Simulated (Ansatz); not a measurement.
# BGeH₅N radical: basis-set convergence

An exercise on one series of results from a longer session: the logs are not shown, and one member is left open.

Program: Ansatz 0.2.0, Gaussian basis. Level of theory: one geometry, several basis sets. These are calculated values, not measurements.

Plan: PBE0-D4/def2-SVP; ωB97M-V/def2-SVP; PBE0-D4/def2-QZVPP; ωB97M-V/def2-QZVPP; the functionals' def2-TZVPP values are taken from earlier runs.

## The relaxed structure

The geometry comes from an earlier relaxation with PBE0-D4 in a triple-zeta def2 set; it is a stationary point, not always the lowest conformer.

SMILES `B[N][GeH3]`, 8 atoms, charge 0, spin multiplicity 2.

Atoms are counted from 1 here; the program's logs count them from 0.

Bond lengths: B1–N2 1.338 Å, B1–H4 1.208 Å, B1–H5 1.208 Å, N2–Ge3 1.820 Å, Ge3–H6 1.535 Å, Ge3–H7 1.534 Å, Ge3–H8 1.536 Å. Angles: N2–B1–H4 120.1°, N2–B1–H5 120.4°, H4–B1–H5 119.6°, B1–N2–Ge3 177.0°, N2–Ge3–H6 108.1°, N2–Ge3–H7 109.2°, N2–Ge3–H8 106.3°, H6–Ge3–H7 111.1°, H6–Ge3–H8 110.9°, H7–Ge3–H8 111.0°.

The first run:

in.yaml reads:

```yaml
crystal:
  periodic: [false, false, false]
  atoms:
    - {symbol: B, position_ang: [-0.810728, 1.044212, -1.169785]}
    - {symbol: N, position_ang: [-0.148420, 0.268045, -0.304243]}
    - {symbol: Ge, position_ang: [0.669751, -0.823435, 0.900508]}
    - {symbol: H, position_ang: [-1.752599, 0.600221, -1.782937]}
    - {symbol: H, position_ang: [-0.471420, 2.189853, -1.345883]}
    - {symbol: H, position_ang: [0.832914, -0.046450, 2.213835]}
    - {symbol: H, position_ang: [2.031733, -1.257934, 0.343395]}
    - {symbol: H, position_ang: [-0.259033, -2.031712, 1.089310]}
basis:
  gaussian: {orbitals: def2-SVP}
magnetization: {spin_polarized: true, initial_magnetization: 1}
hamiltonian: {xc: pbe0, dispersion: d4}
output: {orbitals: {seedname: orbitals}}
```

Among the steps run: PBE0-D4 in def2-SVP; ωB97M-V in def2-SVP; PBE0-D4 in def2-QZVPP; ωB97M-V in def2-QZVPP.

One table of the session follows, with a row left open; its other results are not shown here.

It belongs to the step «Functionals by basis». 

```
functional       basis  HOMO (eV)  LUMO (eV)
   PBE0-D4    def2-SVP      -7.43      -3.09
   PBE0-D4  def2-TZVPP      -7.49      -3.13
   PBE0-D4  def2-QZVPP      -7.49      -3.13
   ωB97M-V    def2-SVP          ?          ?
   ωB97M-V  def2-TZVPP      -9.59      -1.14
   ωB97M-V  def2-QZVPP      -9.59      -1.15
```

Estimate the missing values for ωB97M-V, def2-SVP.

As computed: HOMO (eV): -9.49; LUMO (eV): -1.05. In the column «HOMO (eV)» it lies between ωB97M-V, def2-QZVPP (-9.59) and PBE0-D4, def2-TZVPP (-7.49).
